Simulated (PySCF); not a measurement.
# InSi: the cost of one run

Computed with PySCF 2.14.0. Level: method and basis as typed in the scripts.

4 further runs of the same task are left out: 2 for a known fault of the program, 2 that didn't finish.

## Step 1: The starting structure

InSi⁺ (triplet): 2 atoms, charge 1, spin multiplicity 3.

Bond lengths: In1–Si2 2.605 Å.

## Step 2: The base run

File input.py:

```python
from pyscf import gto, scf, tdscf

mol = gto.M(
    atom='In 0 0 0; Si 0 0 2.605',
    basis='x2c-svpall',
    charge=1,
    spin=2,
    verbose=4,
)
mf = scf.UHF(mol)
mf = mf.sfx2c1e()
mf.kernel()
td = tdscf.TDA(mf)
td.nstates = 4
td.kernel()
td.analyze()
mf.dip_moment()
print('orbital energies (hartree):', [e[max(0, n-3):n+3].round(4) for e, n in zip(mf.mo_energy, mol.nelec)])
```

On the command line:

```
> OMP_NUM_THREADS=1 python input.py
```

What time and memory should one allow on 1 thread of Intel Xeon Platinum 8488C, shared host?

About 6.4 s, with a peak of 0.15 GiB.
